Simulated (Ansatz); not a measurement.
# CH4BFN2S: the cost of one run

All numbers below are computed with Ansatz 0.2.0 (RKS B3LYP-D4/def2-mTZVP).

**1. The starting structure**

Bond lengths: N1–B2 1.552 Å, B2–N3 1.576 Å, B2–C4 1.560 Å, N3–C4 1.417 Å, C4–F5 1.450 Å, C4–S6 1.755 Å, N1–H7 1.058 Å, N1–H8 0.997 Å, N3–H9 1.032 Å, S6–H10 1.401 Å. Angles (14 of 16 angles, heavy atoms first): N1–B2–N3 150.0°, N1–B2–C4 152.7°, N3–B2–C4 53.7°, B2–N3–C4 62.6°, B2–C4–N3 63.7°, B2–C4–F5 113.3°, B2–C4–S6 121.1°, N3–C4–F5 109.2°, N3–C4–S6 117.6°, F5–C4–S6 119.1°, B2–N1–H7 102.1°, B2–N1–H8 105.8°, B2–N3–H9 109.5°, C4–N3–H9 116.9°.

Structure file:

```xyz
10

N     0.0293   -2.1941   -0.1704
B     0.1715   -0.6668    0.0691
N     0.0028    0.5886    1.0066
C     0.0852    0.8222   -0.3883
F    -1.2241    1.1940   -0.8880
S     1.4995    1.6704   -0.9893
H    -1.0201   -2.3273   -0.1355
H     0.4505   -2.6333    0.6197
H    -0.9410    0.5812    1.4247
H     1.0297    2.9141   -0.5458
```

**2. Relaxing end A**

The input, input.yaml:

```yaml
crystal:
  periodic: [false, false, false]
  atoms:
    - { symbol: "N", position_ang: [0.0293, -2.1941, -0.1704] }
    - { symbol: B, position_ang: [0.1715, -0.6668, 0.0691] }
    - { symbol: "N", position_ang: [0.0028, 0.5886, 1.0066] }
    - { symbol: C, position_ang: [0.0852, 0.8222, -0.3883] }
    - { symbol: F, position_ang: [-1.2241, 1.194, -0.888] }
    - { symbol: S, position_ang: [1.4995, 1.6704, -0.9893] }
    - { symbol: H, position_ang: [-1.0201, -2.3273, -0.1355] }
    - { symbol: H, position_ang: [0.4505, -2.6333, 0.6197] }
    - { symbol: H, position_ang: [-0.941, 0.5812, 1.4247] }
    - { symbol: H, position_ang: [1.0297, 2.9141, -0.5458] }
basis:
  gaussian: { orbitals: def2-mTZVP }
hamiltonian:
  xc: b3lyp
  dispersion: d4
relax:
  f_tol: 0.015
  max_steps: 40
output:
  orbitals: {}
```

The run is started by

```sh
> ansatz run input.yaml --threads 2 --pin off --max-ram 3072MiB --backend cpu --events-out ev --progress --plain --runs-dir out
```

What time and memory should one allow on 2 threads of Intel Xeon at 2.60GHz (Ice Lake), shared host?

About 80 s, with a peak of 0.32 GiB.
